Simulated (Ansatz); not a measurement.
# BeSb (P-6m2) in Ansatz: relaxation of cell and atoms with PBE

Aim: the relaxation of cell and atoms of BeSb with PBE.

Everything below comes from runs of Ansatz 0.2.0. Logs are shortened: lines on timing, memory, paths and dates and some standing lists are left out, and cuts for length are marked.

**1. Starting point**

It takes space group P-6m2 (No. 187, hexagonal). The conventional cell has a = 3.879 Å, b = 3.879 Å, c = 3.038 Å, α = 90.00°, β = 90.00°, γ = 120.00°. Be (site symmetry -6m2) is surrounded by 6 Sb at 2.71 Å and 2 Be at 3.04 Å. Sb (site symmetry -6m2) has 6 Be at 2.71 Å and 2 Sb at 3.04 Å as nearest neighbours.

The cell was built by a generator and needn't be a form met in nature.

**2. Relaxation of cell and atoms, PBE**

Contents of input.yaml:

```yaml
crystal:
  lattice:
    - [3.8791, 0.0, 0.0]
    - [-1.93955, 3.3594, 0.0]
    - [0.0, 0.0, 3.03755]
  atoms:
    - { symbol: Be, position: [0.0, 0.0, 0.0] }
    - { symbol: Sb, position: [0.33333, 0.66667, 0.5] }
hamiltonian:
  xc: pbe
  pseudopotentials: { kind: paw }
kpoints:
  mp_grid: { grid: [6, 6, 7] }
scf:
  occupations: { method: fermi_dirac, width: 0.05 }
output:
  forces: true
  stress: true
  eigenvalues: true
relax:
  f_tol: 0.01
  max_steps: 40
  cell: { stress_tol: 0.05 }
```

Potentials or basis: Ansatz PAW.

The run is started by

```bash
$ ansatz run input.yaml --threads 2 --pin off --max-ram 5632MiB --backend cpu --events-out ev --progress --plain --runs-dir out
```

The log of the run:

```text
Warning: the atoms were moved onto the symmetric positions of the space group found under crystal.symmetry.tolerance 1.0e-5 (fractional; no operation is sought that the atoms, as they stand in a round, miss by more than twice it, and no atom is moved by as much as it), and the run uses the moved positions. Before a round's move an operation carried an atom to 1.94e-5 Å from where it should land, the largest such distance. Atom 1 (counting from 0) moved farthest, by 2.24e-5 Å; the longest move in fractions of the cell, of whichever atom, is 0.47 of the tolerance, in 1 round. To run the atoms as typed, lower crystal.symmetry.tolerance until the operations that they miss are no longer found, or set crystal.symmetry.detect: false (a key that needs symmetry detection or time reversal refuses this as the deck is read). The positions used, in the order of the run's atom list: position: [1.8503858249243818e-17, -2.7755575615628914e-17, 0.0]; position: [0.33333333333333337, 0.6666666666666666, 0.5]; The lattice was moved too: crystal.lattice keeps the space group found at crystal.symmetry.tolerance 1.0e-5 only nearly: the operation that it misses by the most changes a squared length by the fraction 4.41e-7. The run uses the lattice that is a stretch of the typed one, with no rotation, onto the one that keeps every operation to a double's rounding (on a very oblique basis the stretch itself rounds by more); the deck's lattice vector that moved farthest moved by 4.94e-7 Å. To run the lattice as typed, set crystal.symmetry.tolerance under 4.41e-7, the least fraction by which an operation that the lattice misses changes a squared length (the same key also sets how far an atom may lie from its image, so lowering it can lose operations that the atoms keep only within it), or set crystal.symmetry.detect: false, as for the atoms. crystal.lattice made exact, in Å and degrees: [[3.87910049431566, 0.0, 0.0], [-1.93955024715783, 3.3593995719101355, 0.0], [0.0, 0.0, 3.03755]]. Pasted over the deck's crystal.lattice, beside positions in fractional coordinates, it runs the same cell (given as lengths and angles, that cell in the form's own orientation, a rigid turn of the misfit's size from the one run here, for which a checkpoint.post_process_only pass over this run's state can be refused: where this run relaxes nothing, give such a pass this deck's own crystal.lattice, as typed; behind a relaxation, as crystal.lattice, the state's own cell, identity.cell in its checkpoint.json), and a matrix so pasted ends this notice, except on a very skew basis of the lattice, where the rounding of the pasted numbers themselves can read as a misfit: the cell is then moved again, and that move is told again. The lattice as run is in this notice's lattice.as_run_ang field (Run.prep()["deck_notices"] in Python, the deck_notice line of an events file, deck_notices of ansatz run --dry-run=json, or deck_notices in record.json in the deck's checkpoint.write directory).
Warning: RAYON_NUM_THREADS=2 ignored (pool sized by the plan → 2); use --threads N
Engine: ansatz 0.2.0, aarch64-unknown-linux-gnu
Pseudopotentials: kind: paw
Pseudopotential: Be, paw, valence charge 2, recommended cutoff 420 eV (normal), Be.paw.azcp
Pseudopotential: Sb, paw, valence charge 15, recommended cutoff 420 eV (normal), Sb.paw.azcp
Functional definition: PBE
  parameter kappa = 0.804
  parameter beta = 0.06672455060314922
  exchange = pbe_x(kappa = kappa, mu = beta*pi^2/3)
  correlation = pbe_c(beta = beta)
Crystal: 2 atoms, lattice volume = 39.584 Å³
Basis set: ecut = 420 eV, 743 PW (Γ), exchange–correlation on 54×54×48 points (8 copies of the dense FFT grid, shifted against one another)
Bands: 13, of which v1, the nominal top of the filled ones, is band 9 counted from 1 (8 counted from 0)
Symmetry: 12 space group operations
Space group: P-6m2 (ITA 187), of the structure as read, at distance tolerance 3.4e-5 Å
k-points: 28 of 252 (time reversal used)
Non-local potential: Be, projectors of the file, l = 0: 2, l = 1: 2, l = 2: 1
Non-local potential: Sb, projectors of the file, l = 0: 2, l = 1: 2, l = 2: 2, l = 3: 2
PAW form: soft (Blöchl's): semilocal exchange-correlation on the pseudo side does not see the compensation charge
PAW one-centre angular grid: Be, 110 points (default); XC on 64 Gauss nodes
PAW one-centre angular grid: Sb, 590 points (default); XC on 64 Gauss nodes
Initial density: superposition of atomic densities (neutral atoms: chi_scale 0, normalization atom), corrected by the library's trained network
Initial wavefunctions: pseudopotential atomic-orbital guess
Functional: x = pbe(κ = 0.804, μ = 0.2195149727645171), c = pbe(β = 0.06672455060314922)
SCF iter   1: F=—  HF=-6576.251622 eV  |F-HF|=—  |Δ(HF+E_count)|=         —  Δρ=2.95e-3  dr2=5.10e-3  ethr=1.77e-3  ⟨swp⟩=6.4  Hψ=2147  notcnv=0
preconditioner: auto → none  [insulator: Δε(μ)=0.182 eV  Ē_g=9.522 eV  σ=0.050 eV  W_gap=0.58  n_scr=8 (ndim 8)  ℏωp=15.6 eV  f_vac=0.000  D(μ)=0.60/eV (n_scr^D=0)  ε∞_Penn≈3.7]
SCF iter   2: F=—  HF=-6576.249547 eV  |F-HF|=—  |Δ(HF+E_count)|=   2.08e-3  Δρ=8.41e-4  dr2=1.92e-4  ethr=3.00e-5  ⟨swp⟩=1.7  Hψ=631  notcnv=0  defer=3
SCF iter   3: F=—  HF=-6576.249609 eV  |F-HF|=—  |Δ(HF+E_count)|=   6.25e-5  Δρ=2.73e-4  dr2=1.35e-5  ethr=1.13e-6  ⟨swp⟩=2.1  Hψ=422  notcnv=0  defer=3
SCF iter   4: F=—  HF=-6576.249636 eV  |F-HF|=—  |Δ(HF+E_count)|=   2.64e-5  Δρ=3.55e-5  dr2=4.23e-7  ethr=7.91e-8  ⟨swp⟩=2.7  Hψ=556  notcnv=0  defer=3
iter 5 did not close the SCF: its close was put off for the readings that it lacked (scf_convergence_deferred on its scf_iter line)
SCF iter   5: F=-6576.249636 eV  HF=-6576.249636 eV  |F-HF|=8.95e-8  |Δ(HF+E_count)|=   1.48e-7  Δρ=1.32e-5  dr2=8.58e-8  ethr=2.49e-9  ⟨swp⟩=2.0  Hψ=588  notcnv=0  defer=3
SCF iter   6: F=-6576.249636 eV  HF=-6576.249636 eV  |F-HF|=1.36e-9  |Δ(HF+E_count)|=   3.96e-8  Δρ=2.06e-6  dr2=2.18e-9  ethr=5.05e-10  ⟨swp⟩=4.0  Hψ=1471  notcnv=0
SCF 1 converged in 6 iterations: F = -6576.249636 eV  dr2 = 2.18e-9
relax step   1: F+E_penalty+E_count = -6576.24963582 eV  Δ(F+E_penalty+E_count) = +0.000e0 eV  max|allowed force component| = 2.776e-16 eV/Å  Δτ_max = 0.0000 Å  P = -0.014 GPa  Ω = 39.584 Å³  (6 SCF iters, dr2 threshold 1.00e-7 eV, accepted)
Crystal: 2 atoms, lattice volume = 39.673 Å³
Basis set: ecut = 420 eV, 777 PW (Γ), exchange–correlation on 54×54×48 points (8 copies of the dense FFT grid, shifted against one another)
Initial density: handed on by an earlier stage of this run
Initial wavefunctions: those handed on with the density
iter 1 solved again at ethr=2.21e-5 eV; its pass at ethr=3.10e-3 eV (dr2=3.75e-3 eV) is discarded
SCF iter   1: F=—  HF=-6576.218664 eV  |F-HF|=—  |Δ(HF+E_count)|=         —  Δρ=2.44e-3  dr2=3.98e-3  ethr=2.21e-5  ⟨swp⟩=1.9  Hψ=2854  notcnv=0
[... 17 lines left out ...]
SCF 3 converged in 7 iterations: F = -6576.257026 eV  dr2 = 2.31e-12
relax step   3: F+E_penalty+E_count = -6576.25702554 eV  Δ(F+E_penalty+E_count) = -7.390e-3 eV  max|allowed force component| = 1.943e-16 eV/Å  Δτ_max = 0.0000 Å  P = -0.129 GPa  Ω = 39.877 Å³  energy of the carried Pulay correction = -6.538e-5 eV  (7 SCF iters, accepted)
Crystal: 2 atoms, lattice volume = 39.906 Å³
Basis set: ecut = 420 eV, 755 PW (Γ), exchange–correlation on 54×54×48 points (8 copies of the dense FFT grid, shifted against one another)
iter 1 solved again at ethr=2.30e-7 eV; its pass at ethr=3.10e-3 eV (dr2=3.91e-5 eV) is discarded
SCF iter   1: F=—  HF=-6576.257464 eV  |F-HF|=—  |Δ(HF+E_count)|=         —  Δρ=2.79e-4  dr2=5.41e-5  ethr=2.30e-7  ⟨swp⟩=2.4  Hψ=2654  notcnv=0
preconditioner: auto → none  [insulator: Δε(μ)=0.309 eV  Ē_g=9.526 eV  σ=0.050 eV  W_gap=0.90  n_scr=8 (ndim 8)  ℏωp=15.6 eV  f_vac=0.000  D(μ)=0.39/eV (n_scr^D=0)  ε∞_Penn≈3.7]
SCF iter   2: F=—  HF=-6576.257451 eV  |F-HF|=—  |Δ(HF+E_count)|=   1.31e-5  Δρ=9.57e-5  dr2=2.99e-6  ethr=2.30e-7  ⟨swp⟩=2.0  Hψ=450  notcnv=0
SCF iter   3: F=—  HF=-6576.257450 eV  |F-HF|=—  |Δ(HF+E_count)|=   6.88e-7  Δρ=3.40e-5  dr2=3.17e-7  ethr=1.18e-9  ⟨swp⟩=6.6  Hψ=1865  notcnv=0
SCF iter   4: F=-6576.257450 eV  HF=-6576.257450 eV  |F-HF|=6.27e-9  |Δ(HF+E_count)|=   6.39e-9  Δρ=7.00e-6  dr2=6.86e-9  ethr=1.18e-9  ⟨swp⟩=5.4  Hψ=1497  notcnv=0
SCF 4 converged in 4 iterations: F = -6576.257450 eV  dr2 = 6.86e-9
relax step   4: F+E_penalty+E_count = -6576.25744987 eV  Δ(F+E_penalty+E_count) = -4.243e-4 eV  max|allowed force component| = 7.401e-17 eV/Å  Δτ_max = 0.0000 Å  P = +0.005 GPa  Ω = 39.906 Å³  energy of the carried Pulay correction = -7.285e-5 eV  (4 SCF iters, dr2 threshold 2.00e-7 eV, accepted)
Crystal: 2 atoms, lattice volume = 39.891 Å³
iter 1 solved again at ethr=1.63e-8 eV; its pass at ethr=3.10e-3 eV (dr2=2.77e-6 eV) is discarded
SCF iter   1: F=—  HF=-6576.257511 eV  |F-HF|=—  |Δ(HF+E_count)|=         —  Δρ=7.09e-5  dr2=3.84e-6  ethr=1.63e-8  ⟨swp⟩=2.3  Hψ=2629  notcnv=0
preconditioner: auto → none  [insulator: Δε(μ)=0.301 eV  Ē_g=9.524 eV  σ=0.050 eV  W_gap=0.89  n_scr=8 (ndim 8)  ℏωp=15.6 eV  f_vac=0.000  D(μ)=0.39/eV (n_scr^D=0)  ε∞_Penn≈3.7]
SCF iter   2: F=-6576.257514 eV  HF=-6576.257514 eV  |F-HF|=7.81e-8  |Δ(HF+E_count)|=   3.56e-6  Δρ=2.15e-5  dr2=1.54e-7  ethr=1.09e-9  ⟨swp⟩=4.3  Hψ=1871  notcnv=0
SCF 5 converged in 2 iterations: F = -6576.257514 eV  dr2 = 1.54e-7
relax step   5: F+E_penalty+E_count = -6576.25751404 eV  Δ(F+E_penalty+E_count) = -6.416e-5 eV  max|allowed force component| = 2.776e-16 eV/Å  Δτ_max = 0.0000 Å  P = -0.015 GPa  Ω = 39.891 Å³  energy of the carried Pulay correction = -6.928e-5 eV  (2 SCF iters, dr2 threshold 1.86e-7 eV, accepted)
Initial wavefunctions: pseudopotential atomic-orbital guess (no wavefunctions were taken with the density)
iter 1 solved again at ethr=2.89e-7 eV; its pass at ethr=3.10e-3 eV (dr2=4.92e-5 eV) is discarded
SCF iter   1: F=—  HF=-6576.257583 eV  |F-HF|=—  |Δ(HF+E_count)|=         —  Δρ=2.63e-5  dr2=1.64e-7  ethr=2.89e-7  ⟨swp⟩=2.5  Hψ=3021  notcnv=0
SCF iter   2: F=—  HF=-6576.257589 eV  |F-HF|=—  |Δ(HF+E_count)|=   6.00e-6  Δρ=1.18e-5  dr2=2.54e-8  ethr=9.63e-10  ⟨swp⟩=2.8  Hψ=627  notcnv=0
SCF iter   3: F=—  HF=-6576.257589 eV  |F-HF|=—  |Δ(HF+E_count)|=   1.44e-8  Δρ=2.68e-6  dr2=1.67e-9  ethr=1.49e-10  ⟨swp⟩=2.0  Hψ=446  notcnv=0
SCF iter   4: F=—  HF=-6576.257589 eV  |F-HF|=—  |Δ(HF+E_count)|=  5.74e-10  Δρ=8.06e-7  dr2=6.43e-11  ethr=9.83e-12  ⟨swp⟩=3.0  Hψ=615  notcnv=0
SCF iter   5: F=-6576.257589 eV  HF=-6576.257589 eV  |F-HF|=7.28e-12  |Δ(HF+E_count)|=  1.56e-10  Δρ=1.46e-7  dr2=2.53e-12  ethr=1.00e-12  ⟨swp⟩=6.1  Hψ=1374  notcnv=0
SCF 6 converged in 5 iterations: F = -6576.257589 eV  dr2 = 2.53e-12
relax step   6: F+E_penalty+E_count = -6576.25758918 eV  Δ(F+E_penalty+E_count) = -7.515e-5 eV  max|allowed force component| = 2.591e-16 eV/Å  Δτ_max = 0.0000 Å  P = -0.015 GPa  Ω = 39.891 Å³  stress off target by 2.17e-2 GPa  SCF on the basis re-selected at this cell (its energy is not comparable with the rows above)  (5 SCF iters)
basis re-selected at this cell: Δ(F+E_penalty+E_count) = -7.515e-5 eV, ΔP = -0.000 GPa vs the last step (what re-selecting the basis moved, of the pressure what is left beyond the Pulay correction that the steps carried, after the strain that the cell walked since its last selection, with what the two solves' SCF thresholds leave and, on support functions, any second-order correction that the steps lacked; it is no measure of the basis error at this ecutwfc). This SCF's stress stands 2.17e-2 GPa from its target on what of the cell is left free (relax.cell.stress_tol is 5.00e-2 GPa) and its largest allowed force component is 2.59e-16 eV/Å (relax.f_tol is 1.00e-2 eV/Å): within both
SCF converged after 5 iterations
Free energy (F): -6576.257589 eV
Harris-Foulkes:  -6576.257589 eV  (|F-HF|=7.28e-12)
Internal energy: -6576.253454 eV  (E = F + TS)
E sigma→0 (E₀):  -6576.255521 eV
Entropy (-TS):   -0.004135 eV (-2.068 meV/atom)
Fermi energy:    9.149921 eV
--- Per-component energies (eV) ---
  E_band       = -169.705474
  E_kinetic    = 224.510116
  E_local      = -1700.099536  (includes V_loc(G=0)·N_el)
  E_nonlocal   = 367.493564
  E_hartree    = 775.470550
  E_xc         = -156.954236
  E_vxc        = -115.511451  (∫ρ·V_xc dr)
  E_paw        = -4635.522141  (= ΣΔE_a)
  E_vpaw       = -497.039268  (= ΣTr[D̂ρ^β])
  E_aug_tail   = -0.000002  (compensation charges beyond the density's cutoff)
  E_ewald      = -1451.151768
  E_smearing   = -0.004135  (= −TS)
  E_closure    = -0.000000  (closes the sum)
  Σ components = -6576.257589   (vs F -6576.257589, Δ=0.00e0)
--- Forces (eV/Å), atoms counted from 1 ---
  atom   1  Be    -0.00000000    -0.00000000     0.00000000
  atom   2  Sb     0.00000000     0.00000000     0.00000000
  max |Σ_I F_I| component: 7.40e-17 eV/Å
--- Stress (GPa, compression-positive) ---
       -0.021653      -0.000000       0.000000
        0.000000      -0.021653       0.000000
        0.000000       0.000000      -0.001833
  P = ⅓ Tr σ = -0.0150 GPa (-0.150 kbar)
--- Band table (eV; the first three rows and the last of 28) ---
  k-point 0: bands = ["-20.0409", "-19.8458", "-19.8458", "-19.8192", "-19.8192", "-3.1358", "8.2292", "8.2292", "11.0146", "12.0168", "12.4272", "12.4272", "16.1036"]
  k-point 1: bands = ["-19.9981", "-19.8600", "-19.8600", "-19.8175", "-19.8175", "-2.8045", "8.5923", "8.5923", "9.4762", "11.2162", "12.6647", "12.6647", "16.2314"]
  k-point 2: bands = ["-19.9011", "-19.8916", "-19.8916", "-19.8138", "-19.8138", "-1.8220", "5.9731", "9.6388", "9.6388", "11.8179", "13.2079", "13.2079", "16.0290"]
  k-point 27: bands = ["-19.9224", "-19.9223", "-19.8136", "-19.8044", "-19.8022", "1.6130", "4.8948", "5.3490", "7.2793", "8.9145", "10.1184", "16.6415", "17.1006"]
--- Relaxed structure (5 steps of the walk, 4 accepted, 1 SCFs on fresh bases) ---
  F+E_penalty+E_count = -6576.25758918 eV   max|allowed force component| = 2.591e-16 eV/Å   (the final SCF, on the basis selected at the relaxed cell)
  cell:  # Å, volume = 39.8908 Å³
    - [3.9180627548352054, 0.0, 0.0]
    - [-1.9590313774176027, 3.393141879308929, 0.0]
    - [0.0, 0.0, 3.00053725391828]
  atoms:
    - { symbol: Be, position: [1.8503858249243818e-17, -2.7755575615628914e-17, 0.0] }
    - { symbol: Sb, position: [0.3333333333333333, 0.6666666666666665, 0.49999999999999994] }
```

It took 6.3 s on 2 threads of Arm Neoverse V1, shared host; peak memory 0.31 GiB.

Results:

- Free energy: -6576.2576 eV
- Relaxed volume: 19.95 Å³/atom
- Relaxed cell: a = 3.918 Å, b = 3.918 Å, c = 3.001 Å, α = 90.00°, β = 90.00°, γ = 120.00°
- Space group after relaxing (to 0.05 Å): P-6m2 (No. 187)
- Energy gained by relaxing: 4.0 meV/atom
- Ionic steps: 5
- Pressure after relaxing: 0.0 GPa
- Band gap on the k mesh: none (metal or under the smearing width)

Step by step:
| step | energy change (eV) | largest force (eV/Å) | volume (Å³) |
| --- | --- | --- | --- |
| 1 | 0.0000 | 0.0000 | 39.58 |
| 2 | -0.0074 | 0.0000 | 39.88 |
| 3 | -0.0078 | 0.0000 | 39.91 |
| 4 | -0.0079 | 0.0000 | 39.89 |
| 5 | -0.0080 | 0.0000 | 39.89 |

Final structure:
```
Be Sb
1.0
     3.91806    0.00000    0.00000
    -1.95903    3.39314    0.00000
     0.00000    0.00000    3.00054
Be Sb
1 1
Direct
  0.00000 0.00000 0.00000
  0.33333 0.66667 0.50000
```

Levels at points of the mesh, in eV from the Fermi level:
| k point | band 6 | band 7 | band 8 | band 9 | band 10 | band 11 |
| --- | --- | --- | --- | --- | --- | --- |
| (0.00, 0.00, 0.00) | -12.29 | -0.92 | -0.92 | 1.86 | 2.87 | 3.28 |
| (0.00, -0.50, 0.00) | -10.80 | -6.51 | -2.68 | 1.13 | 4.91 | 7.12 |

Caveat: the plane-wave basis is chosen anew once the cell has moved, so the energies of steps on either side of that aren't comparable. The run has no spin-orbit coupling, so splittings on Sb are missing.
